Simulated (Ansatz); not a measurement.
# C₂H₄OSi: a ladder of functionals and wavefunction methods

Aim: compute C₂H₄OSi with functionals from several rungs and with coupled cluster. The yardstick is the atomisation energy at the CCSD(T) limit.

The runs use Ansatz 0.2.0, Gaussian basis; functionals in def2-TZVPP, the program's frozen cores in correlated methods.

Plan: LDA (SPW92), PBE-D4, revPBE-D4, BLYP-D4, r2SCAN-D4, B97M-V, PBE0-D4, B3LYP-D4, r2SCANh-D4, r2SCAN0-D4, HSE06-D4, BHLYP-D4, CAM-B3LYP-D4, LC-ωPBE, ωB97X-V, ωB97M-V, B2PLYP, PBE-QIDH; CCSD(T)/def2-SVP; CCSD(T)/def2-TZVPP; MP2/def2-QZVPP; extrapolation to the limit; RPA on PBE.

### 1 The geometry

All runs share one geometry, relaxed beforehand with PBE0-D4 in a triple-zeta def2 set.

8 atoms, charge 0, spin multiplicity 1.

Atoms are counted from 1 here; the program's logs count them from 0.

Bond lengths: C1–C2 1.207 Å, C1–H5 1.066 Å, C2–Si3 1.828 Å, Si3–O4 1.641 Å, Si3–H6 1.485 Å, Si3–H7 1.478 Å, O4–H8 0.958 Å. Angles: C2–C1–H5 179.7°, C1–C2–Si3 179.2°, C2–Si3–O4 111.3°, C2–Si3–H6 107.0°, C2–Si3–H7 109.8°, O4–Si3–H6 112.0°, O4–Si3–H7 106.1°, H6–Si3–H7 110.7°, Si3–O4–H8 117.8°.

### 2 LDA

This LDA is Slater exchange with PW92 correlation.

File in.yaml:

```yaml
crystal:
  periodic: [false, false, false]
  atoms:
    - {symbol: C, position_ang: [-0.444653, 0.581800, -2.035270]}
    - {symbol: C, position_ang: [-0.112393, 0.402995, -0.889171]}
    - {symbol: Si, position_ang: [0.367198, 0.128667, 0.853578]}
    - {symbol: O, position_ang: [0.305919, -1.464254, 1.245184]}
    - {symbol: H, position_ang: [-0.733347, 0.741819, -3.049151]}
    - {symbol: H, position_ang: [-0.551107, 0.941708, 1.690453]}
    - {symbol: H, position_ang: [1.769296, 0.547215, 1.058494]}
    - {symbol: H, position_ang: [-0.508714, -1.937151, 1.070084]}
basis:
  gaussian: {orbitals: def2-TZVPP}
hamiltonian: {xc: lda}
output: {orbitals: {seedname: orbitals}}
```

Run with:

```
$ ansatz run in.yaml --threads 2 --pin off --events-out ev --progress --plain --max-ram 4352MiB
```

The runs that follow: PBE-D4 (GGA); revPBE-D4 (GGA); BLYP-D4 (GGA); r2SCAN-D4 (meta-GGA); B97M-V (meta-GGA); PBE0-D4 (hybrid); B3LYP-D4 (hybrid); r2SCANh-D4 (hybrid); r2SCAN0-D4 (hybrid); HSE06-D4 (hybrid); BHLYP-D4 (hybrid); CAM-B3LYP-D4 (range-separated); LC-ωPBE (range-separated); ωB97X-V (range-separated); ωB97M-V (range-separated); B2PLYP (double hybrid); PBE-QIDH (double hybrid); CCSD(T) in def2-SVP; CCSD(T) in def2-TZVPP; MP2 in def2-QZVPP; RPA on PBE orbitals.

**Question.** What will the summary of the whole plan be? Wanted: atomisation energy, CCSD(T)/CBS; farthest beyond LDA; mean size of error, GGA; mean size of error, meta-GGA; mean size of error, hybrid; mean size of error, range-separated; mean size of error, double hybrid; gap, smallest and largest; T1 diagnostic.

The runs gave:

| quantity | value |
| --- | --- |
| atomisation energy, CCSD(T)/CBS | 764.0 kcal/mol |
| functionals within 3.8 kcal/mol (0.5 %) | BLYP-D4, r2SCAN-D4, B97M-V, CAM-B3LYP-D4, ωB97X-V, ωB97M-V |
| farthest beyond LDA | BHLYP-D4 (-28.6 kcal/mol) |
| mean size of error, GGA | 7.4 kcal/mol |
| mean size of error, meta-GGA | 2.5 kcal/mol |
| mean size of error, hybrid | 11.8 kcal/mol |
| mean size of error, range-separated | 3.5 kcal/mol |
| mean size of error, double hybrid | 8.4 kcal/mol |
| gap, smallest and largest | 5.43 eV (LDA (SPW92)), 12.74 eV (LC-ωPBE) |
| T1 diagnostic | 0.0123 |
| triples share of the correlation energy | 4.2 % |

**Reading.** The LDA atomisation energy is off by 101.8 kcal/mol (13 %): it overbinds. PBE-D4 is off by +9.9 kcal/mol. Double hybrids carry the basis error of their MP2 part in triple zeta, and no dispersion term here, so their miss is partly the set-up's. The rungs meta-GGA, range-separated miss on average by less than the doubt on the reference (3.8 kcal/mol), so they tie. The reference freezes the cores and leaves out relativity and excitations past (T), so misses under about 3.8 kcal/mol can't be ranked. Hartree-Fock recovers 72 % of the binding; the rest is correlation. CCSD(T) in def2-SVP is off by -50.7 kcal/mol, which most functionals beat. The gap grows from 5.4 to 12.7 eV across the functionals, mostly with the share of exact exchange.
